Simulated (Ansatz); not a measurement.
Working through an equation of state with a fit of I, space group Im-3m

Computed with Ansatz's Python interface.

The cells in order, each with its output:

In [1]:
```python
import ansatz as az
import numpy as np
```

In [2]:
```python
vectors0 = np.array([
    [-2.089375, 2.089375, 2.089375],
    [2.089375, -2.089375, 2.089375],
    [2.089375, 2.089375, -2.089375],
])
sites = [
    ("I", (0.0, 0.0, 0.0)),
]
```

In [3]:
```python
def make_crystal(cell):
    crystal = az.Crystal(lattice=az.Lattice.of(cell))
    for symbol, position in sites:
        crystal = crystal.atom(symbol, position)
    return crystal

# uniform scaling of the cell
volumes, energies, pressures = [], [], []
for scale in np.linspace(0.88, 1.12, 7):
    cell = vectors0 * scale ** (1 / 3)
    base = make_crystal(cell).calculation()
    base = base.occupations(az.OccupationsMethod.FERMI_DIRAC, width=0.01)
    base = base.scf(max_iterations=200, lower_state_search="light")
    base = base.functional("r2scan")
    base = base.basis(750)
    base = base.accuracy("low")
    base = base.kpoints(8, 8, 8)
    base = base.stress()
    r = base.run().report
    volumes.append(abs(np.linalg.det(cell)) / len(sites))
    energies.append(r["free_energy_ev"] / len(sites))
    pressures.append(np.trace(r["stress_gpa"]) / 3)
    print(f"V = {volumes[-1]:8.4f} A^3/atom  F = {energies[-1]:.5f} eV/atom  P = {pressures[-1]:8.3f} GPa")

# third-order Birch-Murnaghan: a cubic in V^(-2/3)
x = np.array(volumes) ** (-2 / 3)
poly = np.polynomial.Polynomial.fit(x, energies, 3).convert()
roots = poly.deriv().roots()
x0 = min((r.real for r in roots if abs(r.imag) < 1e-9 and poly.deriv(2)(r.real) > 0), key=lambda r: abs(r - x.mean()))
v0 = x0 ** -1.5
b0 = 4 / 9 * poly.deriv(2)(x0) * v0 ** (-7 / 3) * 160.21766
b1 = 4 + 2 / 3 * x0 * poly.deriv(3)(x0) / poly.deriv(2)(x0)
print(f"V0 = {v0:.4f} A^3/atom, B0 = {b0:.1f} GPa, dB/dP = {b1:.2f}")
```
```text
V =  32.1064 A^3/atom  F = -7527.46091 eV/atom  P =    4.305 GPa
V =  33.5658 A^3/atom  F = -7527.49116 eV/atom  P =    2.417 GPa
V =  35.0252 A^3/atom  F = -7527.50621 eV/atom  P =    0.951 GPa
V =  36.4846 A^3/atom  F = -7527.50948 eV/atom  P =   -0.184 GPa
V =  37.9439 A^3/atom  F = -7527.50364 eV/atom  P =   -1.061 GPa
V =  39.4033 A^3/atom  F = -7527.49078 eV/atom  P =   -1.734 GPa
V =  40.8627 A^3/atom  F = -7527.47255 eV/atom  P =   -2.245 GPa
V0 = 36.2209 A^3/atom, B0 = 25.8 GPa, dB/dP = 5.40
```

A third-order Birch-Murnaghan fit through the 7 points has its minimum at 36.22 Å³ an atom, 0.7 % below the typed cell, with a bulk modulus of 26 GPa and dB/dP = 5.4. From that minimum the energy rises by 48.7 meV an atom on the compressed side and 37.1 meV on the expanded side.

The settings weren't tested for convergence. The cell holds an odd number of electrons and is run without spin, so a magnetic state may lie lower. The mesh is modest for a metal, so energies can be off by several to tens of meV an atom and pressures by half a GPa or more; differences at equal mesh fare better. Pressure is positive in compression. This isn't the structure that I takes at ambient conditions. The whole script took 28 s on 1 thread of Arm Neoverse V1, with other jobs on the host, peak memory 0.48 GiB.
